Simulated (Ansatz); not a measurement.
Write a Python script for Ansatz 0.2.0 through its Python package that makes a single point from an input typed as a dict of Rb3GaBr6, space group Fm-3m. Level of theory: PBEsol, PAW, cutoff 517 eV, 3×3×3 k-points, fixed occupations.

```xyz
10
Lattice="0.0000 5.8120 5.8120 5.8120 0.0000 5.8120 5.8120 5.8120 0.0000" Properties=species:S:1:pos:R:3 pbc="T T T"
Rb    8.7179    8.7179    8.7179
Rb    2.9060    2.9060    2.9060
Rb    5.8120    5.8120    5.8120
Ga    0.0000    0.0000    0.0000
Br    2.5690    5.8120    5.8120
Br    5.8120    5.8120    2.5690
Br    9.0550    5.8120    5.8120
Br    5.8120    2.5690    5.8120
Br    5.8120    9.0550    5.8120
Br    5.8120    5.8120    9.0550
```

Script `rb3gabr6_deck.py`:
```python
"""Single point of Rb3GaBr6 through the engine session."""

import ansatz as az
import numpy as np

deck = {
    "crystal": {
        "lattice": [
            [0.0, 5.811952, 5.811952],
            [5.811952, 0.0, 5.811952],
            [5.811952, 5.811952, 0.0],
        ],
        "atoms": [
            {"symbol": "Rb", "position": [0.75, 0.75, 0.75]},
            {"symbol": "Rb", "position": [0.25, 0.25, 0.25]},
            {"symbol": "Rb", "position": [0.5, 0.5, 0.5]},
            {"symbol": "Ga", "position": [0.0, 0.0, 0.0]},
            {"symbol": "Br", "position": [0.778994, 0.221006, 0.221006]},
            {"symbol": "Br", "position": [0.221006, 0.221006, 0.778994]},
            {"symbol": "Br", "position": [0.221006, 0.778994, 0.778994]},
            {"symbol": "Br", "position": [0.221006, 0.778994, 0.221006]},
            {"symbol": "Br", "position": [0.778994, 0.221006, 0.778994]},
            {"symbol": "Br", "position": [0.778994, 0.778994, 0.221006]},
        ],
    },
    "kpoints": {"mp_grid": {"grid": [3, 3, 3]}},
    "hamiltonian": {"xc": "pbesol"},
    "scf": {"occupations": {"method": "fixed"}},
    "basis": {"ecutwfc": "38 Ry"},
    "output": {"stress": True, "eigenvalues": True},
}

out = az.Session.from_dict(deck).plan(threads=1).execute()
r = out.report

energy = r["free_energy_ev"]
print("Rb3GaBr6: {:.6f} eV = {:.6f} Ry = {:.6f} Ha".format(energy, energy / 13.605693, energy / 27.211386))
print("Fermi level {:.4f} eV, {} k-points, {} symmetry operations".format(r["fermi_energy_ev"], r["n_kpoints"], r["n_symmetry_ops"]))

# pressure is a third of the trace
sigma = r["stress_gpa"]
voigt = [sigma[0][0], sigma[1][1], sigma[2][2], sigma[1][2], sigma[0][2], sigma[0][1]]
print("stress xx yy zz yz xz xy (GPa, compression positive):", " ".join(f"{s:.3f}" for s in voigt))
print("P =", round(10 * float(np.mean(voigt[:3])), 2), "kbar")

print("band  energy (eV)  occupation (first spin channel), at k =", r["kpoints_frac"][0])
for band, (e, occ) in enumerate(zip(r["eigenvalues_ev"][0], r["occupations"][0]), start=1):
    print(f"{band:4d} {e:12.4f} {occ:9.4f}")

used = r["setup"]
print("cutoffs (eV):", used["ecut_ev"], used["ecutrho_ev"], " FFT grid:", used["fft_dense"])
print("cell volume {:.3f} A^3, {} symmetry operations".format(used["cell_volume_ang3"], used["n_sym_ops"]))

terms = r["components"]
print({name: round(terms[name], 3) for name in ("e_kinetic", "e_hartree", "e_xc", "e_local", "e_nonlocal", "e_ewald", "e_paw") if name in terms})
```

```console
$ python rb3gabr6_deck.py
Rb3GaBr6: -29826.075820 eV = -2192.176159 Ry = -1096.088079 Ha
Fermi level 1.3497 eV, 4 k-points, 48 symmetry operations
stress xx yy zz yz xz xy (GPa, compression positive): -1.163 -1.163 -1.163 -0.000 -0.000 -0.000
P = -11.63 kbar
band  energy (eV)  occupation (first spin channel), at k = [0.0, 0.0, 0.0]
   1     -24.2390    2.0000
   2     -24.2385    2.0000
   3     -23.6368    2.0000
   4     -12.7991    2.0000
   5     -12.7991    2.0000
   6     -12.5570    2.0000
   7     -12.5570    2.0000
   8     -12.5570    2.0000
   9     -12.1940    2.0000
  10     -11.7059    2.0000
  11     -11.7059    2.0000
  12     -11.7059    2.0000
  13     -11.2560    2.0000
  14     -11.2560    2.0000
  15      -8.3038    2.0000
  16      -8.3038    2.0000
  17      -8.3038    2.0000
  18      -8.2953    2.0000
  19      -8.2953    2.0000
  20      -8.2953    2.0000
  21      -7.7975    2.0000
  22      -7.7975    2.0000
  23      -7.7975    2.0000
  24      -4.1026    2.0000
  25      -1.2417    2.0000
  26      -1.2417    2.0000
  27      -1.2417    2.0000
  28      -0.3917    2.0000
  29      -0.3917    2.0000
  30      -0.3917    2.0000
  31       0.4662    2.0000
  32       0.4662    2.0000
  33       0.7143    2.0000
  34       0.7143    2.0000
  35       0.7143    2.0000
  36       0.8752    2.0000
  37       0.8752    2.0000
  38       0.8752    2.0000
  39       1.3497    2.0000
  40       1.3497    2.0000
  41       1.3497    2.0000
  42       3.4243    0.0000
  43       5.3600    0.0000
  44       6.6591    0.0000
  45       7.1629    0.0000
  46       7.1629    0.0000
  47       7.1629    0.0000
  48       7.2865    0.0000
  49       7.2865    0.0000
cutoffs (eV): 517.016338673772 2068.065354695088  FFT grid: [64, 64, 64]
cell volume 392.641 A^3, 48 symmetry operations
{'e_kinetic': 1491.719, 'e_hartree': 2315.249, 'e_xc': -2023.133, 'e_local': -6363.042, 'e_nonlocal': 1377.656, 'e_ewald': -3745.312, 'e_paw': -22881.001}
```

Total energies depend on the potentials; only differences at equal settings carry meaning. A total without «per atom» is that of the cell as typed. The energy terms are those on the plane-wave grid, with the one-centre PAW part apart; the terms shown are only some of the summands, so they needn't add up to F. The computed bands are complete only to about 5.9 eV above the Fermi level. Under fixed occupations the level called the Fermi level is the highest filled one on the SCF mesh; off the mesh a filled band can lie a little above it. The zero of the levels is a convention of the potentials, so an absolute Fermi energy is no work function. The structure comes from a database of computed cells and needn't be a stable or known phase. Gaps and levels are Kohn-Sham values on a finite set of k-points, without spin-orbit coupling. Wall time of the script: 6.6 s on 1 thread of Arm Neoverse V2, with other jobs on the host, peak memory 0.7 GiB.
